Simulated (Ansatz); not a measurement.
# CO2: the cost of one run

Method: DFT, PBE, plane-wave PAW, default files, scalar-relativistic, as far as a step names no other, in Ansatz 0.2.0.

## 1. The starting structure

The structure is cubic, space group Pa-3 (No. 205). The conventional cell has a = 5.497 Å, b = 5.497 Å, c = 5.497 Å, α = 90.00°, β = 90.00°, γ = 90.00°. C (site symmetry -3) is surrounded by 2 O at 1.17 Å. O (site symmetry 3) is surrounded by 1 C at 1.17 Å.

Structure file:

```xyz
12
Lattice="5.4971 0.0000 0.0000 0.0000 5.4971 0.0000 0.0000 0.0000 5.4971" Properties=species:S:1:pos:R:3 pbc="T T T"
C     0.0000    0.0000    0.0000
C     2.7485    0.0000    2.7485
C     2.7485    2.7485    0.0000
C     0.0000    2.7485    2.7485
O     0.6736    0.6736    0.6736
O     2.0749    4.8235    3.4221
O     3.4221    2.0749    4.8235
O     4.8235    3.4221    2.0749
O     4.8235    4.8235    4.8235
O     3.4221    0.6736    2.0749
O     2.0749    3.4221    0.6736
O     0.6736    2.0749    3.4221
```

## 2. Gradients at the starting positions

The input, input.yaml:

```yaml
crystal:
  lattice:
    - [5.49707328, 0.0, 0.0]
    - [0.0, 5.49707328, 0.0]
    - [0.0, 0.0, 5.49707328]
  atoms:
    - { symbol: C, position: [0.0, 0.0, 0.0] }
    - { symbol: C, position: [0.5, 0.0, 0.5] }
    - { symbol: C, position: [0.5, 0.5, 0.0] }
    - { symbol: C, position: [0.0, 0.5, 0.5] }
    - { symbol: O, position: [0.12253698, 0.12253698, 0.12253698] }
    - { symbol: O, position: [0.37746302, 0.87746302, 0.62253698] }
    - { symbol: O, position: [0.62253698, 0.37746302, 0.87746302] }
    - { symbol: O, position: [0.87746302, 0.62253698, 0.37746302] }
    - { symbol: O, position: [0.87746302, 0.87746302, 0.87746302] }
    - { symbol: O, position: [0.62253698, 0.12253698, 0.37746302] }
    - { symbol: O, position: [0.37746302, 0.62253698, 0.12253698] }
    - { symbol: O, position: [0.12253698, 0.37746302, 0.62253698] }
kpoints:
  mp_grid: { grid: [4, 4, 4] }
scf:
  occupations: { method: fermi_dirac, width: 0.02 }
hamiltonian:
  xc: pbe
  pseudopotentials: { kind: paw }
output:
  forces: true
  stress: true
  populations: true
  efg: { quadrupole_moments_barn: { O: -0.02558 }, contact_densities: true }
  write_density: true
  write_potential: true
  elf: true
  volumetric_format: npy
```

The run is started by

```bash
$ ansatz run input.yaml --threads 1 --pin off --max-ram 2560MiB --backend cpu --events-out ev --progress --plain --runs-dir out
```

What time and memory should one allow on 1 thread of Intel Xeon Platinum 8259CL at 2.50GHz (Skylake/Cascade Lake), shared host?

About 7.1 s, with a peak of 0.56 GiB.
